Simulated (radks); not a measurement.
# P⁺ with its nuclear charge varied continuously

Aim: the energy of 14 electrons in [Ne] 3s2 3p2 as the nuclear charge moves through non-integer values, and a test of dE/dZ = E(electron-nucleus)/Z.

Program: radks (a radial shooting solver on a logarithmic mesh, Libxc functionals) version 1. Level of theory: scalar-relativistic Kohn-Sham, BLYP, spin-polarised, spherical densities, finite nucleus; open shells are filled with parallel spins first. These are calculated values, not measurements, unless marked.

## (1) Starting point

```
element            : phosphorus (Z = 15)
charge             : +1
electrons          : 14
configuration      : [Ne] 3s2 3p2
nuclear rms radius : 3.1889 fm
```

Outer shells as boxes (Hund's rule):

P⁺
```
[Ne] core
3s [↑↓]
3p [↑ ][↑ ][  ]
```

## (2) Z = 15

The run's settings:

```text
Z 15
configuration [Ne] 3s2 3p2
relativity scalar-relativistic
functional b88,lyp
spin polarised
nucleus finite rms 3.1889 fm
c 137.035999084
```

## (3) Z = 14.5

Changes since step 2:

```diff
@@ -1,2 +1,2 @@
-Z 15
+Z 14.5
 configuration [Ne] 3s2 3p2
```

## (4) Z = 15.5

Changes since step 3:

```diff
@@ -1,2 +1,2 @@
-Z 14.5
+Z 15.5
 configuration [Ne] 3s2 3p2
```

## (5) Z = 16

Changes since step 4:

```diff
@@ -1,2 +1,2 @@
-Z 15.5
+Z 16
 configuration [Ne] 3s2 3p2
```

Q: Predict the outcome of this session. Wanted: for each run, Z; E; E(electron-nucleus)/Z; highest level; its energy; <r>.

As calculated:

| Z | E (hartree) | E(electron-nucleus)/Z (hartree) | highest level | its energy (eV) | <r> (bohr) |
| --- | --- | --- | --- | --- | --- |
| 14.5 | -315.32203 | -51.7248 | 3p up | -9.053 | 2.380 |
| 15 | -341.75804 | -53.9945 | 3p up | -14.732 | 2.116 |
| 15.5 | -369.32895 | -56.2615 | 3p up | -21.307 | 1.914 |
| 16 | -398.03385 | -58.5270 | 3p up | -28.741 | 1.753 |

At Z = 15 the central difference of E is -54.007 hartree, against -53.995 from the Hellmann-Feynman theorem; the scalar-relativistic energy here is not variational, so the two differ by a part that grows with Z. The top level goes from -9.053 eV at Z = 14.5 to -28.741 eV at Z = 16.
